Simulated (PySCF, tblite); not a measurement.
**C4H5FN2O: geometry, infrared bands and NMR shifts**

Aim: predict the infrared bands and NMR shifts of C4H5FN2O (`FCOc1ncc[nH]1`).

Computed with tblite 0.8.0 and PySCF 2.14.0, with density-fitted response routines of our own, on a single molecule in the gas phase. Atoms are numbered from 0 throughout.

### Step 1. Starting geometry

13 atoms, charge 0, multiplicity 1; geometry from: force field or distance geometry start.

Bonds of the start (Å): F0–C1 1.38, C1–O2 1.39, O2–C3 1.40, C3–N4 1.34, N4–C5 1.36, C5–C6 1.37, C6–N7 1.36, N7–C3 1.36, C1–H8 1.13, C1–H9 1.11, C5–H10 1.08, C6–H11 1.08, N7–H12 1.04.

### Step 2. Geometry optimisation with GFN2-xTB

What the job is given:

```
{"job": {"kind": "relax", "xc": "GFN2-xTB", "basis": "xTB"}, "charge": 0, "multiplicity": 1}
F      2.325800     1.393400    -0.919100
C      2.419600     0.353700    -0.022700
O      1.407900    -0.588500    -0.175000
C      0.058100    -0.238400    -0.051600
N     -0.502600     0.939100     0.256400
C     -1.851800     0.781800     0.269800
C     -2.137300    -0.532100    -0.015400
N     -0.941300    -1.144700    -0.198100
H      2.334800     0.803700     1.005300
H      3.430300    -0.095500    -0.133600
H     -2.613800     1.525400     0.472100
H     -3.092100    -1.042800    -0.081800
H     -0.842100    -2.154600    -0.424000
```

The run is started by

```sh
$ OMP_NUM_THREADS=1 python probes_run.py task.json out
```

The driver reads the jobs from task.json and runs them one after another.

**Question.** This job is followed by: GFN2-xTB harmonic vibrations, gas phase; GIAO PBE0/pcSseg-1 NMR shielding, non-relativistic, gas phase. What will the session give for the following? strongest single infrared mode (GFN2-xTB); zero-point energy (GFN2-xTB); 13C shifts against TMS (PBE0/pcSseg-1); 1H shifts against TMS (PBE0/pcSseg-1, means over atoms taken as alike); 19F shifts against CFCl3 (PBE0/pcSseg-1); 17O shifts against H2O (PBE0/pcSseg-1); 15N shifts against NH3 (PBE0/pcSseg-1); surface potential, 1st and 99th percentile.

**Answer**, as computed:

| quantity | value |
| --- | --- |
| strongest single infrared mode (GFN2-xTB) | 1578 cm⁻¹, 233 km/mol |
| zero-point energy (GFN2-xTB) | 58.4 kcal/mol |
| 13C shifts against TMS (PBE0/pcSseg-1) | 156.2, 130.6, 114.1, 101.6 ppm |
| 1H shifts against TMS (PBE0/pcSseg-1, means over atoms taken as alike) | 7.52, 6.94, 6.64, 6.56 ppm |
| 19F shifts against CFCl3 (PBE0/pcSseg-1) | -172.0 ppm |
| 17O shifts against H2O (PBE0/pcSseg-1) | 146.6 ppm |
| 15N shifts against NH3 (PBE0/pcSseg-1) | 249.6, 155.5 ppm |
| surface potential, 1st and 99th percentile | -1.67 V and 2.42 V |

Relaxing lowered the energy by 0.414 eV in 70 steps; the close pair that moved most is O2–C3, from 1.400 to 1.356 Å. All 33 modes are real, so the xTB geometry is a minimum. The strongest single mode, at 1578 cm⁻¹, moves mainly C3. GFN2-xTB is a fitted tight-binding method: band positions and strengths are rough. Its intensities can rank the bands wrongly. At PBE0/pcSseg-1: Shielding is most anisotropic at N4 (span 431 ppm, paramagnetic term -313 ppm). NICS(1)zz of -27 ppm above the planar ring from C3 marks a diatropic (aromatic) ring current.
